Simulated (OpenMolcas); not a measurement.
# GeH2Cl (SMILES [Cl][GeH2]): levels of theory compared

We compute a comparison of 6 runs (UHF/def2-TZVPP, UB3LYP/6-31G*, U-r2SCAN/def2-TZVPP, UB3LYP/def2-TZVPP, UM06-L/def2-TZVPP, USVWN5/def2-TZVPP) of GeH2Cl. 

The calculation is run with OpenMolcas 26.06.

## 1. The molecule

The species is GeH2Cl (4 atoms), meant as a doublet with charge 0. SMILES: `[Cl][GeH2]`. Geometry: relaxed at PBE0-D4/def2-TZVP.

Bond lengths: Cl1–Ge2 2.156 Å, Ge2–H3 1.546 Å, Ge2–H4 1.546 Å. Angles: Cl1–Ge2–H3 106.8°, Cl1–Ge2–H4 106.8°, H3–Ge2–H4 112.3°.

## 2. Energy and forces at UHF/def2-TZVPP (run 1)

Contents of job.input:

```
>>> EXPORT MOLCAS_PRINT=2
&GATEWAY
BasLib=$CurrDir
BasisSet
Cl.def2-TZVPP....
Cl1 -1.562900 0.305200 0.993500 angstrom
End of Basis
BasisSet
Ge.def2-TZVPP....
Ge2 0.106700 -0.451100 -0.141600 angstrom
End of Basis
BasisSet
H.def2-TZVPP....
H3 0.072700 0.259600 -1.514200 angstrom
H4 1.383400 -0.113700 0.662300 angstrom
End of Basis
&SEWARD
&SCF
UHF
Spin=2
Thresholds=1e-10 1e-07 1e-07 1e-05
PrOrbitals=0
&ALASKA
```

The basis set def2-TZVPP is read from a file made from the Basis Set Exchange's data (not shown).

Command:

```
$ export MOLCAS_MEM=1860
$ pymolcas job.input > job.log
```

The log of the run:

```text
--- Start Module: gateway ---
[...]
--- Stop Module: gateway /rc=_RC_ALL_IS_WELL_ ---
[...]
      Basis functions          118
[...]
--- Start Module: scf ---
[...]
       Convergence after  15 Iterations
[...]
::    Total SCF energy                              -2536.0528882515
[...]
      Total spin, S                                     0.5024791707
[...]
      Total electronic charge=   51.000000
      Total            charge=   -0.000000
[...]
      Dipole Moment (debye):
      Origin of the operator (angstrom)=   -0.4084   -0.2031    0.2111
                   X=  1.5845E+00               Y= -7.6175E-01               Z= -1.0846E+00           Total=  2.0658E+00
      Quadrupole Moment (debye*angstrom):
[...]
--- Stop Module: scf /rc=_RC_ALL_IS_WELL_ ---
[...]
--- Start Module: alaska ---
[...]
 *              Molecular gradients               *
 **************************************************
  Irreducible representation: a
 ------------------------------------------------------------------------------------------
                              X                       Y                       Z
 ------------------------------------------------------------------------------------------
  CL1               2.18035351978330E-03   -3.80329719950723E-04   -1.37994284183662E-03
  GE2              -4.02862238681578E-03   -2.82265189983377E-03    1.96801891482679E-03
  H3               -5.35279914818193E-04    2.02287614340735E-03   -2.72574733688025E-03
  H4                2.38354878182268E-03    1.18010547637870E-03    2.13767126379727E-03
 ------------------------------------------------------------------------------------------
--- Stop Module: alaska /rc=_RC_ALL_IS_WELL_ ---
[...]
```

Run time: 22 s. Hardware: 1 thread of Arm Neoverse V2, shared host; peak memory 0.73 GiB.

## 3. Energy and forces at UB3LYP/6-31G(d) (spherical functions) (run 2)

Contents of calc.inp:

```
* ClGeH2 Kohn-Sham DFT
>>> EXPORT MOLCAS_PRINT=2

&GATEWAY
 BasLib=$CurrDir
 Coord
 4
 angstrom
 Cl      -1.562900       0.305200       0.993500
 Ge       0.106700      -0.451100      -0.141600
 H        0.072700       0.259600      -1.514200
 H        1.383400      -0.113700       0.662300
 Basis=6-31Gs
 Group=NoSym

&SEWARD
 GridInput
 Grid=UltraFine
 End of Grid

&SCF
 UHF
 Spin=2
 KSDFT=B3LYP
 Thresholds=1e-10 1e-07 1e-07 1e-05
 PrOrbitals=1 1

&ALASKA
```

The basis set 6-31G* is read from a file made from the Basis Set Exchange's data (not shown).

Command:

```
$ export MOLCAS_MEM=1860
$ pymolcas calc.inp > calc.log
```

The log of the run:

```text
--- Start Module: gateway ---
[...]
--- Stop Module: gateway /rc=_RC_ALL_IS_WELL_ ---
[...]
      Basis functions           54
[...]
--- Start Module: scf ---
[...]
       Convergence after  16 Iterations
[...]
::    Total KS-DFT energy                           -2538.1508789035
[...]
      Total spin, S                                     0.5006173612
[...]
      Total electronic charge=   51.000000
      Total            charge=   -0.000000
[...]
      Dipole Moment (debye):
      Origin of the operator (angstrom)=   -0.4084   -0.2031    0.2111
                   X=  1.5641E+00               Y= -5.1261E-01               Z= -1.0297E+00           Total=  1.9415E+00
      Quadrupole Moment (debye*angstrom):
[...]
--- Stop Module: scf /rc=_RC_ALL_IS_WELL_ ---
[...]
--- Start Module: alaska ---
[...]
 *              Molecular gradients               *
 **************************************************
  Irreducible representation: a
 ------------------------------------------------------------------------------------------
                              X                       Y                       Z
 ------------------------------------------------------------------------------------------
  CL1               8.43662238738219E-03   -4.35248706507529E-03   -5.82841373490695E-03
  GE2              -4.83668174155838E-03    8.80311100309328E-03    4.44730785734393E-03
  H3               -2.05478738239701E-04   -2.67375856858942E-03    3.33008076739549E-03
  H4               -3.39446190765091E-03   -1.77686536942900E-03   -1.94897488982981E-03
 ------------------------------------------------------------------------------------------
--- Stop Module: alaska /rc=_RC_ALL_IS_WELL_ ---
[...]
```

It took 14 s on 1 thread of Arm Neoverse V2, shared host; peak memory 0.38 GiB.

## 4. The energy at U-r2SCAN/def2-TZVPP (run 3)

Contents of mol.inp:

```
&gateway
baslib = $CurrDir
basisset
Cl.def2-TZVPP....
Cl1 -1.562900 0.305200 0.993500 angstrom
End of Basis
basisset
Ge.def2-TZVPP....
Ge2 0.106700 -0.451100 -0.141600 angstrom
End of Basis
basisset
H.def2-TZVPP....
H3 0.072700 0.259600 -1.514200 angstrom
H4 1.383400 -0.113700 0.662300 angstrom
End of Basis
&seward
gridinput
Grid=UltraFine
End of Grid
&scf
uhf
spin = 2
ksdft = 2
1.0 MGGA_X_R2SCAN
1.0 MGGA_C_R2SCAN
thresholds = 1e-10 1e-07 1e-07 1e-05
prorbitals = 1
```

The basis set def2-TZVPP is read from a file made from the Basis Set Exchange's data (not shown).

Command:

```
$ export MOLCAS_MEM=1860
$ pymolcas mol.inp > mol.log
```

The log of the run:

```text
--- Start Module: gateway ---
[...]
--- Stop Module: gateway /rc=_RC_ALL_IS_WELL_ ---
--- Start Module: seward ---
[...]
      Basis functions          118
--- Stop Module: seward /rc=_RC_ALL_IS_WELL_ ---
[...]
--- Start Module: scf ---
[...]
       Convergence after  16 Iterations
[...]
::    Total KS-DFT energy                           -2538.3733370315
[...]
      Total spin, S                                     0.5014919694
[...]
      Dipole Moment (debye):
      Origin of the operator (angstrom)=   -0.4084   -0.2031    0.2111
                   X=  1.3475E+00               Y= -5.4808E-01               Z= -9.0528E-01           Total=  1.7134E+00
      Quadrupole Moment (debye*angstrom):
[...]
--- Stop Module: scf /rc=_RC_ALL_IS_WELL_ ---
[...]
```

It took 56 s on 1 thread of Arm Neoverse V2, shared host; peak memory 0.73 GiB.

Runs 4 to 5 aren't shown in full; the table further down has their settings and results.

## 5. Energy and gradient at USVWN5/def2-TZVPP (run 6)

Contents of coord.xyz:

```xyz
4

Cl    -1.562900     0.305200     0.993500
Ge     0.106700    -0.451100    -0.141600
H      0.072700     0.259600    -1.514200
H      1.383400    -0.113700     0.662300
```

Contents of job.input:

```
* ClGeH2 Kohn-Sham DFT
>>> EXPORT MOLCAS_PRINT=2

&GATEWAY
  BASLIB
  $CurrDir
  COORD
  coord.xyz
  BASIS
  def2-TZVPP
  GROUP
  NoSym

&SEWARD
  GRIDINPUT
  Grid=UltraFine
  End of Grid

&SCF
  UHF
  SPIN
  2
  KSDFT
  SVWN5
  THRESHOLDS
  1e-10 1e-07 1e-07 1e-05
  PRORBITALS
  1 2

&ALASKA
```

The basis set def2-TZVPP is read from a file made from the Basis Set Exchange's data (not shown).

Command:

```
$ export MOLCAS_MEM=1860
$ pymolcas job.input > job.log
```

The log of the run:

```text
--- Start Module: gateway ---
[...]
--- Stop Module: gateway /rc=_RC_ALL_IS_WELL_ ---
[...]
      Basis functions          118
[...]
--- Start Module: scf ---
[...]
       Convergence after  15 Iterations
[...]
::    Total KS-DFT energy                           -2533.7611896584
[...]
      Total spin, S                                     0.5003965965
[...]
      Total electronic charge=   51.000000
      Total            charge=   -0.000000
[...]
      Dipole Moment (debye):
      Origin of the operator (angstrom)=   -0.4084   -0.2031    0.2111
                   X=  1.2912E+00               Y= -4.5052E-01               Z= -8.5470E-01           Total=  1.6127E+00
      Quadrupole Moment (debye*angstrom):
[...]
--- Stop Module: scf /rc=_RC_ALL_IS_WELL_ ---
[...]
--- Start Module: alaska ---
[...]
 *              Molecular gradients               *
 **************************************************
  Irreducible representation: a
 ------------------------------------------------------------------------------------------
                              X                       Y                       Z
 ------------------------------------------------------------------------------------------
  CL1              -3.15886600921189E-03    8.60090567393001E-04    2.04827895129256E-03
  GE2               3.73964015904349E-03    1.15229570714348E-03   -2.03083923153002E-03
  H3                5.28254645552007E-04   -1.23406226626699E-03    1.34294440213267E-03
  H4               -1.10902879535235E-03   -7.78324008162579E-04   -1.36038412181350E-03
 ------------------------------------------------------------------------------------------
--- Stop Module: alaska /rc=_RC_ALL_IS_WELL_ ---
[...]
```

Wall time 33 s (1 thread of Arm Neoverse V2, shared host); peak memory 0.73 GiB.

## 6. Overview of the runs

```csv
run,level,integration grid,task,energy (Eh),dipole moment (D),HOMO energy (eV),LUMO energy (eV),wall time
1,UHF/def2-TZVPP,–,gradient,-2536.052888,2.07,-9.53,0.54,22 s
2,UB3LYP/6-31G* (spherical functions),UltraFine,gradient,-2538.150879,1.94,-6.34,-3.66,14 s
3,U-r2SCAN/def2-TZVPP,UltraFine,energy,-2538.373337,1.71,-5.90,-3.83,56 s
4,UB3LYP/def2-TZVPP,UltraFine,gradient,-2538.476929,1.72,-6.38,-3.70,50 s
5,UM06-L/def2-TZVPP,UltraFine,energy,-2538.350881,1.72,-5.59,-4.35,57 s
6,USVWN5/def2-TZVPP,UltraFine,gradient,-2533.761190,1.61,-5.52,-4.56,33 s
```

## 7. Outcome

```
                                 quantity           value
                      run 6: total energy  -2533.76119 Eh
                     run 6: dipole moment          1.61 D
run 6: HOMO energy (highest over α and β)        -5.52 eV
 run 6: LUMO energy (lowest over α and β)        -4.56 eV
                              run 6: ⟨S²⟩           0.751
          run 6: largest force on an atom      0.227 eV/Å
```

The dipole moment (its size) runs from 1.61 D (USVWN5/def2-TZVPP) to 2.07 D (UHF/def2-TZVPP). Totals of different functionals can't be ranked against each other. All runs together took 3.9 min, the longest 57 s.
